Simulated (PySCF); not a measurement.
**C6H8FN: geometry, NMR shifts, spin-spin couplings and electronic excitations**

What NMR shifts, spin-spin couplings and electronic excitations should C6H8FN (`NCC#C[C@@H]1C[C@@H]1F`) show?

The runs use PySCF 2.14.0, with density-fitted response routines of our own; the level of theory stands in each step. All values are computed, except where a source is named. Atoms are numbered from 0 throughout.

### Step 1. Starting geometry

16 atoms, charge 0, multiplicity 1; geometry from: GFN2-xTB.

Bonds of the start (Å): N0–C1 1.46, C1–C2 1.46, C2–C3 1.20, C3–C4 1.43, C4–C5 1.51, C5–C6 1.49, C6–F7 1.36, C6–C4 1.51, N0–H8 1.02, N0–H9 1.02, C1–H10 1.10, C1–H11 1.10, C4–H12 1.08, C5–H13 1.08, C5–H14 1.08, C6–H15 1.08.

### Step 2. Relaxing the molecule at PBE0-D3(BJ)/def2-SVP

The job: settings as JSON, then the geometry in Å.

```
{"job": {"xc": "PBE0", "basis": "def2-SVP", "d3": "d3bj", "grid": 1, "kind": "geom"}, "charge": 0, "multiplicity": 1}
N      2.826496    -0.645397     1.183274
C      1.892820    -1.648337     0.687244
C      0.600152    -1.105293     0.290860
C     -0.430231    -0.557037     0.009412
C     -1.657392     0.085988    -0.345445
C     -1.684238     1.005893    -1.547289
C     -1.788526     1.576198    -0.174134
F     -0.725679     2.276511     0.311449
H      2.993910     0.058051     0.470649
H      2.432498    -0.171532     1.990026
H      1.741842    -2.392715     1.476822
H      2.354983    -2.148192    -0.171366
H     -2.544622    -0.502398    -0.138724
H     -0.749162     1.155367    -2.065586
H     -2.557325     1.015402    -2.180657
H     -2.713124     2.006435     0.192055
```

**Question.** This job is followed by: GIAO PBE0/pcSseg-1 NMR shielding, non-relativistic, gas phase; B3LYP/pcJ-1 indirect spin-spin coupling, non-relativistic, gas phase; TDDFT CAM-B3LYP/def2-SVPD, vertical, gas phase, core orbitals frozen in the response; GIAO KT3/pcSseg-1 NMR shielding, non-relativistic, gas phase. Predict these results of the whole session: point group; rotational constants (main isotopes); ¹³C shifts against TMS (PBE0/pcSseg-1); ¹H shifts against TMS (PBE0/pcSseg-1, means over atoms taken as alike); ¹⁵N shifts against NH3 (PBE0/pcSseg-1); ¹⁹F shifts against CFCl3 (PBE0/pcSseg-1); largest coupling of the table (B3LYP/pcJ-1); lowest singlet (CAM-B3LYP/def2-SVPD); brightest single state of those computed; lowest triplet; vertical ionisation energy (ΔSCF); range of the shift of C3.

**Answer**, as computed:

| quantity | value |
| --- | --- |
| point group | C1 |
| rotational constants (main isotopes) | 4.25, 0.97, 0.85 GHz |
| ¹³C shifts against TMS (PBE0/pcSseg-1) | 86.7, 84.9, 71.3, 34.8, 16.2, 8.6 ppm |
| ¹H shifts against TMS (PBE0/pcSseg-1, means over atoms taken as alike) | 4.15, 3.35, 3.34, 1.20, 0.86, 0.82, 0.36 ppm |
| ¹⁵N shifts against NH3 (PBE0/pcSseg-1) | 42.5 ppm |
| ¹⁹F shifts against CFCl3 (PBE0/pcSseg-1) | -237.9 ppm |
| largest coupling of the table (B3LYP/pcJ-1) | ¹J(C,F) C6–F7, -296.7 Hz |
| lowest singlet (CAM-B3LYP/def2-SVPD) | 5.96 eV (208 nm), f = 0.004 |
| brightest single state of those computed | state 8, 7.70 eV, f = 0.181 |
| lowest triplet | 5.15 eV |
| vertical ionisation energy (ΔSCF) | 9.09 eV |
| range of the shift of C3 | 75.0 to 84.9 ppm |

What this shows: Relaxing lowered the energy by 0.052 eV in 5 steps; the close pair that moved most is C5–H14, from 1.079 to 1.093 Å. H15 (hydrogen on a three-membered-ring carbon bearing a halogen) lies farthest downfield among hydrogen, at 4.15 ppm; its carbon carries F, an electronegative neighbour. At PBE0/pcSseg-1: The widest tensor belongs to C2: span 286 ppm, with a paramagnetic part of -170 ppm. Of the pairs tabulated at B3LYP/pcJ-1, C6–F7 couples most strongly (-296.7 Hz; Fermi contact -325.6 Hz). Couplings across rotatable bonds belong to this one conformer; where others are populated, the observed values are averages. The first singlet state (HOMO→LUMO+1 0.27, HOMO→LUMO 0.19) lies at 5.96 eV and is weak; of the 10 states computed, the strongest absorption comes from state 8 at 7.70 eV. The lowest triplet lies 0.81 eV below the lowest singlet (triplets in Tamm-Dancoff, singlets in full TDDFT). The orbital energy would give 8.32 eV for ionisation, ΔSCF gives 9.09 eV. In ppm, C3 moves most: its shift spreads over 9.9 ppm, from 75.0 (KT3/pcSseg-1) to 84.9 (PBE0/pcSseg-1).
